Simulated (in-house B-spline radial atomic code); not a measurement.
**Tm²⁺: ionisation energy by several methods**

One table from this session's results is given with a row withheld; the runs are named, their logs left out.

Program: in-house B-spline radial atomic code version 1. Level of theory: non-relativistic, several functionals, spin-polarised; spherical all-electron atom at the radial basis limit. These are calculated values, not measurements, unless marked.

### Starting point

* element: thulium (Z = 69)
* charge: +2
* electrons: 67
* configuration: [Xe] 4f13
* nucleus: point

The outer shells:

[Xe] 4f13
```
[Xe] core
4f [↑↓][↑↓][↑↓][↑↓][↑↓][↑↓][↑ ]
```

Where spins are not typed, each open shell is filled with up spins first.

Set-up of the first run:

Settings of the run:

```ini
Z = 69
electrons = 67.0
configuration = [Xe] 4f13
hamiltonian = nr
method = tpss,tpss
spin_polarised = True
```

Steps of the session up to this table: TPSS; PBEsol; exchange-only LDA; LDA (VWN5); RPBE; LDA (PW92).

One table of the session follows, with a row left open; its other results are not shown here.

| method | ΔSCF (eV) |
| --- | --- |
| exchange-only LDA | 28.628 |
| LDA (VWN5) | 30.484 |
| LDA (PW92) | ? |
| PBEsol | 30.154 |
| RPBE | 30.017 |
| TPSS | 29.846 |

Q: Estimate the row for LDA (PW92) from the others.

The run gave: ΔSCF (eV): 30.477. In the column «ΔSCF (eV)» it lies between PBEsol (30.154) and LDA (VWN5) (30.484).

Limits of these values: These runs leave out relativity, which matters at this nuclear charge.
